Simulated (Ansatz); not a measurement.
Nudged elastic band run: W₄C₄F

The input (input.yaml):

```yaml
crystal:
  lattice:
    - [5.69296, 0.0, 0.0]
    - [-2.84648, 4.930248, 0.0]
    - [0.0, 0.0, 15.19313]
  atoms:
    - { symbol: W, position: [0.0, 0.0, 0.0658192] }
    - { symbol: C, position: [0.33335468, 0.16669708, 0.15175893] }
    - { symbol: W, position: [-0.0018168, -0.00087074, 0.25081947] }
    - { symbol: C, position: [0.31943341, 0.15974697, 0.32632669] }
    - { symbol: W, position: [0.0, 0.5, 0.0658192] }
    - { symbol: C, position: [0.33336997, 0.66668849, 0.15176182] }
    - { symbol: W, position: [-0.0018176, 0.49912356, 0.25081545] }
    - { symbol: C, position: [0.31943182, 0.65976548, 0.32632235] }
    - { symbol: W, position: [0.5, 0.0, 0.0658192] }
    - { symbol: C, position: [0.83152768, 0.16577464, 0.15314325] }
    - { symbol: W, position: [0.4967021, -0.00161292, 0.25272282] }
    - { symbol: C, position: [0.83867642, 0.16938864, 0.3355904] }
    - { symbol: W, position: [0.5, 0.5, 0.0658192] }
    - { symbol: C, position: [0.83151973, 0.66578014, 0.15314246] }
    - { symbol: W, position: [0.49670667, 0.49838762, 0.25272214] }
    - { symbol: C, position: [0.83869457, 0.66938044, 0.33559547] }
    - { symbol: F, position: [0.81922387, 0.65969237, 0.42163448] }
    - { symbol: F, position: [0.81930532, 1.15974607, 0.4216306] }
basis:
  ecutwfc: 420.0
kpoints:
  mp_grid: { grid: [3, 3, 1] }
hamiltonian:
  xc: lda
  pseudopotentials: { kind: paw, azcp: { folder: soft_1 } }
scf:
  occupations: { method: gaussian, width: 0.1 }
  lower_state_search: "off"
neb:
  images: 7
  f_tol: 0.03
  initial_path: idpp
  max_iterations: 28
  constraints: [{ sites: [0, 4, 8, 12] }]
  final_atoms:
    - { symbol: W, position: [0.0, 0.0, 0.0658192] }
    - { symbol: C, position: [0.33151973, 0.16578014, 0.15314246] }
    - { symbol: W, position: [-0.00329333, -0.00161238, 0.25272214] }
    - { symbol: C, position: [0.33869457, 0.16938044, 0.33559547] }
    - { symbol: W, position: [0.0, 0.5, 0.0658192] }
    - { symbol: C, position: [0.33152768, 0.66577464, 0.15314325] }
    - { symbol: W, position: [-0.0032979, 0.49838708, 0.25272282] }
    - { symbol: C, position: [0.33867642, 0.66938864, 0.3355904] }
    - { symbol: W, position: [0.5, 0.0, 0.0658192] }
    - { symbol: C, position: [0.83336997, 0.16668849, 0.15176182] }
    - { symbol: W, position: [0.4981824, -0.00087644, 0.25081545] }
    - { symbol: C, position: [0.81943182, 0.15976548, 0.32632235] }
    - { symbol: W, position: [0.5, 0.5, 0.0658192] }
    - { symbol: C, position: [0.83335468, 0.66669708, 0.15175893] }
    - { symbol: W, position: [0.4981832, 0.49912926, 0.25081947] }
    - { symbol: C, position: [0.81943341, 0.65974697, 0.32632669] }
    - { symbol: F, position: [1.31922387, 1.15969237, 0.42163448] }
    - { symbol: F, position: [1.31930532, 1.65974607, 0.4216306] }
  order_check: true
```

Run as:

```bash
$ ansatz run input.yaml --threads 2 --pin off --max-ram 5120MiB --backend cpu --events-out ev --progress --plain --runs-dir out
```

Output, in part (warnings, iteration lines):

```
NEB end point (image 0): max|allowed force component| = 1.449e-2 eV/Å (the criterion of neb.relax_end_points is 1.000e-2)
NEB end point (image 8): max|allowed force component| = 1.449e-2 eV/Å (the criterion of neb.relax_end_points is 1.000e-2)
NEB iter   1: max|band force component| = 3.911e0 eV/Å  barrier→ = 6.5989 eV  barrier← = 6.5989 eV  Δτ_max = 0.2000 Å  (113 SCF iters)
NEB iter   2: max|band force component| = 4.310e0 eV/Å  barrier→ = 5.5236 eV  barrier← = 5.5236 eV  Δτ_max = 0.1024 Å  (85 SCF iters)
NEB iter   3: max|band force component| = 2.848e0 eV/Å  barrier→ = 5.1911 eV  barrier← = 5.1911 eV  Δτ_max = 0.1030 Å  (80 SCF iters)
NEB iter   4: max|band force component| = 2.693e0 eV/Å  barrier→ = 4.9741 eV  barrier← = 4.9741 eV  Δτ_max = 0.1000 Å  (74 SCF iters)
NEB iter   5: max|band force component| = 1.154e0 eV/Å  barrier→ = 4.7936 eV  barrier← = 4.7936 eV  Δτ_max = 0.2000 Å  (66 SCF iters)
NEB iter   6: max|band force component| = 2.198e0 eV/Å  barrier→ = 3.4951 eV  barrier← = 3.4951 eV  Δτ_max = 0.1013 Å  (64 SCF iters)
NEB iter   7: max|band force component| = 3.085e0 eV/Å  barrier→ = 3.1703 eV  barrier← = 3.1703 eV  Δτ_max = 0.0504 Å  (65 SCF iters)
NEB iter   8: max|band force component| = 1.815e0 eV/Å  barrier→ = 3.0732 eV  barrier← = 3.0732 eV  Δτ_max = 0.1020 Å  (59 SCF iters)
[... lines left out ...]
NEB iter  28: max|band force component| = 1.890e-1 eV/Å  barrier→ = 2.4117 eV  barrier← = 2.4117 eV  CI = image 2  Δτ_max = 0.0703 Å  (62 SCF iters)
Error: NEB band did not converge after 28 iterations, 1 of which met `neb.f_tol` and sent the band, or an image, back on the path (`neb.climbing`): max|band force component| = 1.89e-1 eV/Å (threshold 3.0e-2); raise `neb.max_iterations` in a new run, which can start from the last band evaluated …
```

It did not converge within its limit. The band force fell under the threshold earlier too, but the program's further tests of the path sent the band on. The band didn't meet its force threshold, so its energies are provisional: the largest band force was still 0.19 eV/Å, and over the last iterations the top moved between 2.41 and 2.48 eV. Limits of this set-up: coarse k mesh, thin slab, slab without dipole correction, no dispersion correction for a molecule that may bind weakly, PAW files made for another functional.

Final band (atoms are numbered from 1 in the order of the input):

```tsv
image	path coordinate (Å)	energy (eV)	C12–F18 (Å)	C16–F17 (Å)	C4–F17 (Å)
0	0.00	0.00	1.31	1.31	3.19
1	0.82	0.62	1.31	1.33	2.57
2	1.63	2.41	1.30	1.86	1.86
3	2.40	0.70	1.31	2.54	1.34
4	3.17	0.01	1.31	3.14	1.31
5	3.94	0.42	1.34	3.19	1.31
6	4.71	2.25	1.87	3.21	1.31
7	5.47	0.53	2.55	3.19	1.31
8	6.24	0.00	3.19	3.19	1.31
```

Run time: 88 min on 2 threads of Arm Neoverse N1 (shared host), peak memory 1.7 GiB.
